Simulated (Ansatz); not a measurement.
# C5HAlCl2F6O2: a ladder of functionals and wavefunction methods

One table from this session's results is given with a row withheld; the runs are named, their logs left out.

The runs use Ansatz 0.2.0, Gaussian basis; functionals in def2-TZVPP, the program's frozen cores in correlated methods.

The runs, in order: LDA (SPW92), PBE-D4, revPBE-D4, BLYP-D4, r2SCAN-D4, B97M-V, PBE0-D4, B3LYP-D4, r2SCANh-D4, r2SCAN0-D4, HSE06-D4, BHLYP-D4, CAM-B3LYP-D4, LC-ωPBE, ωB97X-V, ωB97M-V, B2PLYP, PBE-QIDH; CCSD(T)/def2-SVP; CCSD(T)/def2-TZVPP; MP2/def2-QZVPP; extrapolation to the limit; RPA on PBE.

## Structure used throughout

The geometry comes from an earlier relaxation with PBE0-D4 in a triple-zeta def2 set; it is a stationary point, not always the lowest conformer.

SMILES `FC(F)(F)C1=CC(C(F)(F)F)=[O+][Al-]([Cl])([Cl])[O]1`, 17 atoms, charge 0, spin multiplicity 1.

Atoms are counted from 1 here; the program's logs count them from 0.

Bond lengths: F1–C2 1.330 Å, C2–F3 1.327 Å, C2–F4 1.328 Å, C2–C5 1.535 Å, C5–C6 1.388 Å, C5–O16 1.261 Å, C6–C7 1.388 Å, C6–H17 1.077 Å, C7–C8 1.535 Å, C7–O12 1.261 Å, C8–F9 1.327 Å, C8–F10 1.327 Å, C8–F11 1.330 Å, O12–Al13 1.823 Å, Al13–Cl14 2.085 Å, Al13–Cl15 2.085 Å, Al13–O16 1.823 Å. Angles: F1–C2–F3 108.5°, F1–C2–F4 108.5°, F1–C2–C5 111.7°, F3–C2–F4 108.8°, F3–C2–C5 109.7°, F4–C2–C5 109.6°, C2–C5–C6 120.1°, C2–C5–O16 113.6°, C6–C5–O16 126.4°, C5–C6–C7 119.8°, C5–C6–H17 120.1°, C7–C6–H17 120.1°, C6–C7–C8 120.1°, C6–C7–O12 126.4°, C8–C7–O12 113.6°, C7–C8–F9 109.6°, C7–C8–F10 109.7°, C7–C8–F11 111.7° and more.

Coordinates:

| atom | x (Å) | y (Å) | z (Å) |
| --- | --- | --- | --- |
| F1 | -0.0761 | 3.1538 | 0.6362 |
| C2 | -1.1462 | 2.3772 | 0.4906 |
| F3 | -1.8820 | 2.8560 | -0.5048 |
| F4 | -1.8573 | 2.4259 | 1.6106 |
| C5 | -0.7551 | 0.9235 | 0.1914 |
| C6 | 0.5836 | 0.5653 | 0.1158 |
| C7 | 0.9309 | -0.7512 | -0.1526 |
| C8 | 2.4095 | -1.1545 | -0.2359 |
| F9 | 2.6718 | -2.0800 | 0.6787 |
| F10 | 2.6687 | -1.6546 | -1.4377 |
| F11 | 3.2144 | -0.1160 | -0.0284 |
| O12 | 0.1347 | -1.7102 | -0.3465 |
| Al13 | -1.6860 | -1.6281 | -0.3295 |
| Cl14 | -2.4185 | -2.7000 | 1.3015 |
| Cl15 | -2.4177 | -1.9705 | -2.2514 |
| O16 | -1.7443 | 0.1563 | 0.0366 |
| H17 | 1.3507 | 1.3068 | 0.2653 |

The first run:

The input, in.yaml:

```yaml
crystal:
  periodic: [false, false, false]
  atoms:
    - {symbol: F, position_ang: [-0.076146, 3.153762, 0.636177]}
    - {symbol: C, position_ang: [-1.146202, 2.377158, 0.490648]}
    - {symbol: F, position_ang: [-1.881981, 2.856017, -0.504788]}
    - {symbol: F, position_ang: [-1.857299, 2.425870, 1.610628]}
    - {symbol: C, position_ang: [-0.755054, 0.923495, 0.191437]}
    - {symbol: C, position_ang: [0.583558, 0.565313, 0.115767]}
    - {symbol: C, position_ang: [0.930926, -0.751196, -0.152574]}
    - {symbol: C, position_ang: [2.409495, -1.154461, -0.235899]}
    - {symbol: F, position_ang: [2.671775, -2.079994, 0.678737]}
    - {symbol: F, position_ang: [2.668730, -1.654645, -1.437715]}
    - {symbol: F, position_ang: [3.214395, -0.116015, -0.028353]}
    - {symbol: O, position_ang: [0.134653, -1.710166, -0.346525]}
    - {symbol: Al, position_ang: [-1.685986, -1.628124, -0.329542]}
    - {symbol: Cl, position_ang: [-2.418462, -2.700006, 1.301495]}
    - {symbol: Cl, position_ang: [-2.417721, -1.970495, -2.251370]}
    - {symbol: O, position_ang: [-1.744349, 0.156325, 0.036590]}
    - {symbol: H, position_ang: [1.350667, 1.306761, 0.265288]}
basis:
  gaussian: {orbitals: def2-TZVPP}
hamiltonian: {xc: lda}
output: {orbitals: {seedname: orbitals}}
```

Started as:

```sh
$ ansatz run in.yaml --threads 11 --pin off --events-out ev --progress --plain --max-ram 166912MiB --backend cuda --devices 0, --max-vram 75GiB
```

Steps of the session up to this table: LDA; PBE-D4 (GGA); revPBE-D4 (GGA); BLYP-D4 (GGA); r2SCAN-D4 (meta-GGA); B97M-V (meta-GGA); PBE0-D4 (hybrid); B3LYP-D4 (hybrid); r2SCANh-D4 (hybrid); r2SCAN0-D4 (hybrid); HSE06-D4 (hybrid); BHLYP-D4 (hybrid); CAM-B3LYP-D4 (range-separated); LC-ωPBE (range-separated); ωB97X-V (range-separated); ωB97M-V (range-separated); B2PLYP (double hybrid); PBE-QIDH (double hybrid).

One of the session's tables, all rows but one given; the rest of the session is left out.

It belongs to the step «Orbital energies across the functionals». 

| functional | HOMO (eV) | LUMO (eV) | gap (eV) |
| --- | --- | --- | --- |
| LDA (SPW92) | -7.75 | -5.05 | 2.70 |
| PBE-D4 | -7.56 | -4.72 | 2.84 |
| revPBE-D4 | -7.49 | -4.60 | 2.89 |
| BLYP-D4 | -7.38 | -4.59 | 2.79 |
| r2SCAN-D4 | -7.92 | -4.71 | 3.20 |
| B97M-V | ? | ? | ? |
| PBE0-D4 | -8.91 | -3.99 | 4.92 |
| B3LYP-D4 | -8.64 | -4.19 | 4.45 |
| r2SCANh-D4 | -8.41 | -4.43 | 3.98 |
| r2SCAN0-D4 | -9.14 | -3.99 | 5.15 |
| HSE06-D4 | -8.51 | -4.37 | 4.14 |
| BHLYP-D4 | -10.08 | -3.06 | 7.01 |
| CAM-B3LYP-D4 | -10.24 | -2.94 | 7.30 |
| LC-ωPBE | -11.58 | -1.86 | 9.71 |
| ωB97X-V | -11.22 | -1.85 | 9.37 |
| ωB97M-V | -11.09 | -1.87 | 9.22 |

Estimate the missing values for B97M-V.

The run gave: HOMO (eV): -7.96; LUMO (eV): -4.59; gap (eV): 3.37. In the column «HOMO (eV)» it lies between r2SCANh-D4 (-8.41) and r2SCAN-D4 (-7.92).
